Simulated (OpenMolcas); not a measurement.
# SnH⁺: electronic states by CASSCF, CASPT2 and spin–orbit RASSI

Which states of SnH⁺ lie lowest, and how does spin–orbit coupling split them?

Computed with OpenMolcas 26.06. Level: SA-CASSCF(4,5), XMS-CASPT2, RASSI; ANO-RCC-VTZP.

All values are calculated.

## 1. Input

C2 symmetry about the axis (a holds Σ, Δ, Γ; b holds Π, Φ, H; Σ⁺ and Σ⁻ are not told apart); roots by multiplicity and irrep: 1a 1, 3b 2, 1b 2, 3a 2.

Active shells: Sn 5s 5p, H 1s.

Contents of m.inp:

```
&GATEWAY
Coord
2
angstrom
Sn 0.0 0.0 0.0
H 0.0 0.0 1.7680
Basis=ANO-RCC-VTZP
Group=XY
RX2C
AMFI
ANGMom
0.0 0.0 0.0
RICD
&SEWARD
&GUESSORB
&RASSCF
FileOrb=$CurrDir/o11.orb
Symmetry=1
Spin=1
nActEl=4 0 0
Inactive=13 10
RAS2=3 2
CIRoot=1 1 1
Linear
Iterations=120 100
OrbListing=Nothing
PRWF=0.15
>>COPY $Project.RasOrb $CurrDir/o11.orb
>>COPY $Project.rasscf.h5 $CurrDir/r11.h5
&CASPT2
XMultistate=all
Imaginary=0.2
IPEA=0.25
MaxIter=40
>>COPY $Project.JobMix JOB001
&RASSCF
FileOrb=$CurrDir/o32.orb
Symmetry=2
Spin=3
nActEl=4 0 0
Inactive=13 10
RAS2=3 2
CIRoot=2 2 1
Linear
Iterations=120 100
OrbListing=Nothing
PRWF=0.15
>>COPY $Project.RasOrb $CurrDir/o32.orb
>>COPY $Project.rasscf.h5 $CurrDir/r32.h5
&CASPT2
XMultistate=all
Imaginary=0.2
IPEA=0.25
MaxIter=40
>>COPY $Project.JobMix JOB002
&RASSCF
FileOrb=$CurrDir/o12.orb
Symmetry=2
Spin=1
nActEl=4 0 0
Inactive=13 10
RAS2=3 2
CIRoot=2 2 1
Linear
Iterations=120 100
OrbListing=Nothing
PRWF=0.15
>>COPY $Project.RasOrb $CurrDir/o12.orb
>>COPY $Project.rasscf.h5 $CurrDir/r12.h5
&CASPT2
XMultistate=all
Imaginary=0.2
IPEA=0.25
MaxIter=40
>>COPY $Project.JobMix JOB003
&RASSCF
FileOrb=$CurrDir/o31.orb
Symmetry=1
Spin=3
nActEl=4 0 0
Inactive=13 10
RAS2=3 2
CIRoot=2 2 1
Linear
Iterations=120 100
OrbListing=Nothing
PRWF=0.15
>>COPY $Project.RasOrb $CurrDir/o31.orb
>>COPY $Project.rasscf.h5 $CurrDir/r31.h5
&CASPT2
XMultistate=all
Imaginary=0.2
IPEA=0.25
MaxIter=40
>>COPY $Project.JobMix JOB004
&RASSI
Nr of JobIphs=4 1 2 2 2
1
1 2
1 2
1 2
SpinOrbit
EJob
Omega
MEES
MESO
Properties=4
'AngMom' 3 'Mltpl  1' 1 'Mltpl  1' 2 'Mltpl  1' 3
Thrs=1.0d-4
>>COPY $Project.rassi.h5 $CurrDir/so.h5
```

Each module block was a call of its own in one work directory; start orbitals came from a preliminary run.

Command:

```console
$ pymolcas m.inp
```

## 2. The spin-free blocks

Output, in excerpt, shortened:

```text
[...]
      Number of active orbitals                  5
[...]
      Spin quantum number                      0.0
[...]
      Active orbitals                            3   2
[...]
      printout of CI-coefficients larger than  0.15 for root  1
      energy=   -6174.077259
      conf/sym  111 22     Coeff  Weight
            12  022 00  -0.97115 0.94314
      Natural orbitals and occupation numbers for root  1
      sym 1:   0.032637   1.973483   1.911632
      sym 2:   0.041124   0.041124
      RASSCF energy for state  1                  -6174.07725922
::    RASSCF root number  1 Total energy:  -6174.07725922
[...]
      Number of CSFs                            28
[...]
      E2 (Variational):          -0.4442165765
[...]
      Natural orbitals and occupation numbers for root  1
      sym 1:   0.035017   1.952431   0.996751
      sym 2:   1.000000   0.015801
      Natural orbitals and occupation numbers for root  2
      sym 1:   0.035017   1.952431   0.996751
[...]
::    RASSCF root number  1 Total energy:  -6173.99061098
[...]
      Natural orbitals and occupation numbers for root  1
      sym 1:   0.045964   1.937664   0.998488
      sym 2:   0.017884   1.000000
      Natural orbitals and occupation numbers for root  2
      sym 1:   0.045964   1.937664   0.998488
      sym 2:   1.000000   0.017884
      RASSCF energy for state  2                  -6173.96102182
::    RASSCF root number  1 Total energy:  -6173.96102182
[...]
::    XMS-CASPT2 Root  2     Total energy:  -6174.41358352
[...]
      Natural orbitals and occupation numbers for root  1
      sym 1:   0.000450   1.760325   0.239224
      sym 2:   1.000000   1.000000
      Natural orbitals and occupation numbers for root  2
      sym 1:   0.980845   1.930948   1.000000
      sym 2:   0.044104   0.044104
      RASSCF energy for state  2                  -6173.84465033
::    RASSCF root number  1 Total energy:  -6173.84864935
::    RASSCF root number  2 Total energy:  -6173.84465033
[...]
      E2 (Variational):          -0.4552792531
      Total energy:           -6174.2999295795
      Reference weight:           0.91809
[...]
::    XMS-CASPT2 Root  1     Total energy:  -6174.29992958
[...]
```

Spin-free states (degenerate pairs once); dipoles are positive if H is the positive end, about the centre of mass.

```tsv
state	CASSCF root of the same rank (eV)	XMS-CASPT2 (eV)	μ of the rotated CASSCF state (D)
(1)1Σ	0.00	0.000	0.17
(1)3Π	2.36	2.267	0.48
(1)1Π	3.16	2.936	1.04
(1)3Σ	6.22	6.029	1.48
(2)3Σ	6.33	6.408	0.38
```

State-averaged natural occupations by block (full and empty orbitals left out): 1a: 0.03 1.97 1.91 0.04 0.04; 3b: 0.04 1.95 1.00 0.51 0.51; 1b: 0.05 1.94 1.00 0.51 0.51; 3a: 0.50 1.81 0.65 0.52 0.52. Reference weights run from 0.918 to 0.928.

## 3. Spin–orbit coupling by RASSI

RASSI output, in excerpt, shortened:

```text
[...]
   Eigenvalues of complex Hamiltonian:
  (Shifted by EMIN (a.u.) =      -6174.5214758007)
 SO State       Relative EMIN(au)   Rel lowest level(eV)    D:o, cm**(-1)      Omega
     1            -0.0006583076        0.0000000000              0.0000         0.0
     2             0.0775429148        2.1279636699          17163.1845         0.0
     3             0.0782114392        2.1461551457          17309.9086         0.0
     4             0.0820194999        2.2497777562          18145.6813         1.0
     5             0.0820195010        2.2497777849          18145.6816         1.0
     6             0.0888998195        2.4370007881          19655.7369         2.0
     7             0.0888998195        2.4370007881          19655.7369         2.0
     8             0.1088063829        2.9786859748          24024.7226         1.0
     9             0.1088063867        2.9786860783          24024.7234         1.0
    10             0.2217415499        6.0518084245          48811.1267         0.0
    11             0.2217599725        6.0523097298          48815.1700         1.0
    12             0.2217599725        6.0523097297          48815.1700         1.0
    13             0.2356780179        6.4310390369          51869.8279         1.0
    14             0.2356780179        6.4310390368          51869.8279         1.0
[...]
```

It took 27 s on 1 thread of Arm Neoverse V1, shared host; peak memory 0.33 GiB.

Levels:

```csv
Ω,energy (cm⁻¹),parentage,f from lowest
0,0,99% (1)1Σ,0
0,17163,100% (1)3Π,0
0,17310,99% (1)3Π,0
1,18146,95% (1)3Π,0.00056
2,19656,100% (1)3Π,0
1,24025,96% (1)1Π,0.018
0,48811,100% (1)3Σ,0
1,48815,100% (1)3Σ,0
1,51870,100% (2)3Σ,4.4e-05
0,51873,100% (2)3Σ,0
```

## 4. Along the bond: spin-free states

The same input was run at the other distances; those logs are left out. Energies in eV from the lowest point of the curves kept. Curves are followed by energy order within each symmetry, so they can change character at crossings; Σ⁺ and Σ⁻ are counted together.

| R (Å) | (1)1Σ | (1)3Π | (1)1Π | (1)3Σ | (2)3Σ |
| --- | --- | --- | --- | --- | --- |
| 1.520 | 0.447 | 2.741 | 3.640 | 6.750 | 7.954 |
| 1.609 | 0.147 | 2.466 | 3.289 | 6.518 | 7.159 |
| 1.688 | 0.023 | 2.333 | 3.079 | 6.425 | 6.555 |
| 1.768 | 0.000 | 2.267 | 2.936 | 6.029 | 6.408 |
| 1.856 | 0.058 | 2.250 | 2.821 | 5.518 | 6.451 |
| 1.945 | 0.176 | 2.250 | 2.757 | 5.074 | 6.535 |
| 2.069 | 0.405 | 2.289 | 2.685 | 4.545 | 6.695 |
| 2.228 | 0.753 | 2.339 | 2.621 | 4.006 | 6.932 |
| 2.475 | 1.299 | 2.415 | 2.579 | 3.418 | 7.305 |
| 2.829 | 1.926 | 2.500 | 2.565 | 2.947 | 7.748 |
| 3.359 | 2.432 | 2.583 | 2.596 | 2.673 | 8.139 |
| 4.066 | 2.634 | 2.634 | 2.627 | 2.599 | 8.308 |
| 5.304 | 2.700 | 2.670 | 2.652 | 2.600 | 8.359 |

Constants where the minimum is well bracketed:

| curve | Te from the first (cm⁻¹) | Re (Å) | ωe (cm⁻¹) |
| --- | --- | --- | --- |
| (1)1Σ | 0 | 1.750 | 1821 |

## 5. Along the bond: spin–orbit levels

Energies in eV from the lowest point of the curves kept. Curves are followed by energy order within each symmetry, so they can change character at crossings; levels whose Ω could not be read are left out of the count.

| R (Å) | (1)Ω=0 | (2)Ω=0 | (3)Ω=0 | (1)Ω=1 | (1)Ω=2 | (2)Ω=1 | (4)Ω=0 |
| --- | --- | --- | --- | --- | --- | --- | --- |
| 1.520 | 0.446 | 2.603 | 2.617 | 2.732 | 2.914 | 3.675 | 6.776 |
| 1.609 | 0.146 | 2.328 | 2.342 | 2.455 | 2.637 | 3.326 | 6.543 |
| 1.688 | 0.023 | 2.195 | 2.211 | 2.319 | 2.504 | 3.119 | 6.449 |
| 1.768 | 0.000 | 2.128 | 2.146 | 2.250 | 2.437 | 2.979 | 6.052 |
| 1.856 | 0.057 | 2.110 | 2.131 | 2.227 | 2.419 | 2.869 | 5.544 |
| 1.945 | 0.175 | 2.108 | 2.133 | 2.221 | 2.419 | 2.808 | 5.101 |
| 2.069 | 0.403 | 2.143 | 2.175 | 2.246 | 2.456 | 2.746 | 4.577 |
| 2.228 | 0.746 | 2.187 | 2.231 | 2.274 | 2.506 | 2.698 | 4.044 |
| 2.475 | 1.281 | 2.248 | 2.318 | 2.309 | 2.583 | 2.682 | 3.471 |
| 2.829 | 1.868 | 2.301 | 2.442 | 2.328 | 2.668 | 2.703 | 3.030 |
| 3.359 | 2.247 | 2.329 | 2.652 | 2.333 | 2.752 | 2.759 | 2.812 |
| 4.066 | 2.343 | 2.356 | 2.774 | 2.340 | 2.804 | 2.773 | 2.797 |
| 5.304 | 2.365 | 2.400 | 2.788 | 2.360 | 2.840 | 2.784 | 2.854 |

Constants where the minimum is well bracketed:

| curve | Te from the first (cm⁻¹) | Re (Å) | ωe (cm⁻¹) |
| --- | --- | --- | --- |
| (1)Ω=0 | 0 | 1.750 | 1817 |

All 13 distances took 6.2 min on 1 thread of Arm Neoverse V1, shared host.

## 6. Outcome

```
                       quantity               value
         lowest spin-free state               (1)1Σ
           next spin-free state     (1)3Π, 2.267 eV
                   lowest level   Ω = 0, 99 % (1)1Σ
                     next level   Ω = 0, 17163 cm⁻¹
lowering by spin–orbit coupling            144 cm⁻¹
        lowest curve, Re and ωe  1.750 Å, 1817 cm⁻¹
```

**Reading.** At 1.768 Å the lowest computed level has Ω = 0 and is 99 % (1)1Σ. Only the spin multiplicities and numbers of roots in the input were computed, so the list of states is not complete and the lowest one found need not be the ground state; labels number the states computed.
